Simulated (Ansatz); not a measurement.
# CH2GaS: the cost of one run

All numbers below are computed with Ansatz 0.2.0 (UKS B3LYP-D4/def2-SVP).

**1. Starting point**

Bond lengths: S1–C2 1.627 Å, C2–Ga3 2.142 Å, C2–H4 1.088 Å, Ga3–H5 1.793 Å. Angles: S1–C2–Ga3 94.2°, S1–C2–H4 118.1°, Ga3–C2–H4 126.4°, C2–Ga3–H5 95.1°.

As a file:

```xyz
5

S    -1.0089    0.4313    0.8051
C    -0.1769   -0.8708    0.2972
Ga    1.2905    0.2822   -0.7549
H    -0.7382   -1.7155   -0.0961
H     0.6335    1.8729   -0.2513
```

**2. End point A**

File input.yaml:

```yaml
crystal:
  periodic: [false, false, false]
  atoms:
    - { symbol: S, position_ang: [-1.00893, 0.43126, 0.80511] }
    - { symbol: C, position_ang: [-0.17687, -0.87081, 0.29715] }
    - { symbol: Ga, position_ang: [1.2905, 0.28218, -0.75486] }
    - { symbol: H, position_ang: [-0.73819, -1.71554, -0.09609] }
    - { symbol: H, position_ang: [0.6335, 1.8729, -0.25131] }
magnetization:
  spin_polarized: true
  initial_magnetization: 1
basis:
  gaussian: { orbitals: def2-SVP }
hamiltonian:
  xc: b3lyp
  dispersion: d4
relax:
  f_tol: 0.015
  max_steps: 40
```

The run is started by

```sh
$ ansatz run input.yaml --threads 1 --pin off --max-ram 2048MiB --backend cpu --events-out ev --progress --plain --runs-dir out
```

Q: Estimate wall time and peak memory on 1 thread of Arm Neoverse V1, shared host.

About 65 s, with a peak of 0.2 GiB.
